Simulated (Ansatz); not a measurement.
# C4H12Al2F2: one species, many methods

An exercise on one series of results from a longer session: the logs are not shown, and one member is left open.

Program: Ansatz 0.2.0, Gaussian basis. Level of theory: functionals in def2-TZVPP, the program's frozen cores in correlated methods. These are calculated values, not measurements.

Plan: LDA (SPW92), PBE-D4, revPBE-D4, BLYP-D4, r2SCAN-D4, B97M-V, PBE0-D4, B3LYP-D4, r2SCANh-D4, r2SCAN0-D4, HSE06-D4, BHLYP-D4, CAM-B3LYP-D4, LC-ωPBE, ωB97X-V, ωB97M-V, B2PLYP, PBE-QIDH; CCSD(T)/def2-SVP; CCSD(T)/def2-TZVPP; MP2/def2-QZVPP; extrapolation to the limit; RPA on PBE.

1 further run of the same task is left out (it didn't finish).

## The geometry

An earlier PBE0-D4 in a triple-zeta def2 set relaxation fixed the geometry.

SMILES `C[CH2][Al@H-]1[F+][Al@@H-]([CH2]C)[F+]1`, 20 atoms, charge 0, spin multiplicity 1.

Atoms are counted from 1 here; the program's logs count them from 0.

Bond lengths: C1–C2 1.530 Å, C1–H9 1.094 Å, C1–H10 1.094 Å, C1–H11 1.094 Å, C2–Al3 1.945 Å, C2–H12 1.098 Å, C2–H13 1.098 Å, Al3–F4 1.833 Å, Al3–F8 1.833 Å, Al3–H14 1.577 Å, F4–Al5 1.834 Å, Al5–C6 1.949 Å, Al5–F8 1.834 Å, Al5–H15 1.578 Å, C6–C7 1.531 Å, C6–H16 1.097 Å, C6–H17 1.097 Å, C7–H18 1.094 Å and more. Angles: C2–C1–H9 111.7°, C2–C1–H10 111.7°, C2–C1–H11 112.1°, H9–C1–H10 106.9°, H9–C1–H11 107.0°, H10–C1–H11 107.0°, C1–C2–Al3 115.6°, C1–C2–H12 110.0°, C1–C2–H13 110.0°, Al3–C2–H12 108.0°, Al3–C2–H13 108.0°, H12–C2–H13 104.6°, C2–Al3–F4 110.3°, C2–Al3–F8 110.3°, C2–Al3–H14 127.7°, F4–Al3–F8 80.2°, F4–Al3–H14 109.1°, F8–Al3–H14 109.0° and more.

As a file:

```mol
C4H12Al2F2
  3D, bonds by distance, orders not assigned

 20 20  0  0  0  0  0  0  0  0999 V2000
    2.4012   -0.1022    0.4441 C   0  0
    2.5102   -1.0361   -0.7629 C   0  0
    0.8393   -1.4245   -1.6795 Al  0  0
   -0.4913   -1.7574   -0.4633 F   0  0
   -1.4912   -0.2337   -0.6696 Al  0  0
   -1.3577    0.9253    0.8916 C   0  0
   -2.6885    1.5182    1.3607 C   0  0
   -0.1510    0.1058   -1.8748 F   0  0
    1.7418   -0.5117    1.2143 H   0  0
    1.9962    0.8744    0.1648 H   0  0
    3.3721    0.0766    0.9155 H   0  0
    2.9610   -1.9902   -0.4600 H   0  0
    3.2119   -0.6200   -1.4976 H   0  0
    0.6232   -2.3423   -2.9435 H   0  0
   -2.8053   -0.5954   -1.4645 H   0  0
   -0.8919    0.3585    1.7073 H   0  0
   -0.6471    1.7306    0.6677 H   0  0
   -3.4071    0.7395    1.6308 H   0  0
   -3.1602    2.1237    0.5817 H   0  0
   -2.5657    2.1607    2.2374 H   0  0
  1  2  8  0
  2  3  8  0
  3  4  8  0
  4  5  8  0
  5  6  8  0
  6  7  8  0
  5  8  8  0
  1  9  8  0
  1 10  8  0
  1 11  8  0
  2 12  8  0
  2 13  8  0
  3 14  8  0
  5 15  8  0
  6 16  8  0
  6 17  8  0
  7 18  8  0
  7 19  8  0
  7 20  8  0
  3  8  8  0
M  END
```

Set-up of the first run:

The input, in.yaml:

```yaml
crystal:
  periodic: [false, false, false]
  atoms:
    - {symbol: C, position_ang: [2.401222, -0.102167, 0.444050]}
    - {symbol: C, position_ang: [2.510181, -1.036067, -0.762913]}
    - {symbol: Al, position_ang: [0.839349, -1.424484, -1.679478]}
    - {symbol: F, position_ang: [-0.491316, -1.757372, -0.463276]}
    - {symbol: Al, position_ang: [-1.491161, -0.233653, -0.669630]}
    - {symbol: C, position_ang: [-1.357698, 0.925299, 0.891575]}
    - {symbol: C, position_ang: [-2.688476, 1.518237, 1.360703]}
    - {symbol: F, position_ang: [-0.150987, 0.105813, -1.874805]}
    - {symbol: H, position_ang: [1.741846, -0.511702, 1.214318]}
    - {symbol: H, position_ang: [1.996165, 0.874417, 0.164751]}
    - {symbol: H, position_ang: [3.372076, 0.076639, 0.915451]}
    - {symbol: H, position_ang: [2.960958, -1.990160, -0.460045]}
    - {symbol: H, position_ang: [3.211891, -0.620043, -1.497580]}
    - {symbol: H, position_ang: [0.623168, -2.342326, -2.943497]}
    - {symbol: H, position_ang: [-2.805278, -0.595446, -1.464549]}
    - {symbol: H, position_ang: [-0.891874, 0.358496, 1.707284]}
    - {symbol: H, position_ang: [-0.647074, 1.730642, 0.667699]}
    - {symbol: H, position_ang: [-3.407143, 0.739450, 1.630774]}
    - {symbol: H, position_ang: [-3.160164, 2.123726, 0.581720]}
    - {symbol: H, position_ang: [-2.565685, 2.160730, 2.237450]}
basis:
  gaussian: {orbitals: def2-TZVPP}
hamiltonian: {xc: lda}
output: {orbitals: {seedname: orbitals}}
```

Launch:

```sh
> ansatz run in.yaml --threads 2 --pin off --events-out ev --progress --plain --max-ram 22528MiB --backend cuda --devices 0, --max-vram 18GiB
```

Among the steps run: LDA; PBE-D4 (GGA); revPBE-D4 (GGA); BLYP-D4 (GGA); r2SCAN-D4 (meta-GGA); B97M-V (meta-GGA); B3LYP-D4 (hybrid); r2SCANh-D4 (hybrid); r2SCAN0-D4 (hybrid); HSE06-D4 (hybrid); BHLYP-D4 (hybrid); CAM-B3LYP-D4 (range-separated); LC-ωPBE (range-separated); ωB97X-V (range-separated); ωB97M-V (range-separated); B2PLYP (double hybrid); PBE-QIDH (double hybrid).

One of the session's tables, all rows but one given; the rest of the session is left out.

It belongs to the step «Frontier levels by functional». 

```
  functional  HOMO (eV)  gap (eV)
 LDA (SPW92)      -6.44      5.23
      PBE-D4      -6.35      5.42
   revPBE-D4      -6.31      5.51
     BLYP-D4      -6.26      5.42
   r2SCAN-D4      -6.62      6.12
      B97M-V      -6.74      5.95
     PBE0-D4      -7.63      7.49
    B3LYP-D4      -7.44      7.06
  r2SCANh-D4          ?         ?
  r2SCAN0-D4      -7.81      7.93
    HSE06-D4      -7.23      6.73
    BHLYP-D4      -8.85      9.45
CAM-B3LYP-D4      -9.02      9.75
     LC-ωPBE     -10.37     12.27
     ωB97X-V     -10.03     11.75
     ωB97M-V      -9.86     11.21
```

Estimate the missing values for r2SCANh-D4.

Worked estimate for «HOMO (eV)». Against the share of exact exchange, r2SCAN-D4 (0, -6.62), r2SCAN0-D4 (0.25, -7.81) give a slope of -4.76 per unit share; at 0.1 the line stands at -7.10.

As computed: HOMO (eV): -7.09; gap (eV): 6.85. In «HOMO (eV)» the line misses by -0.01.
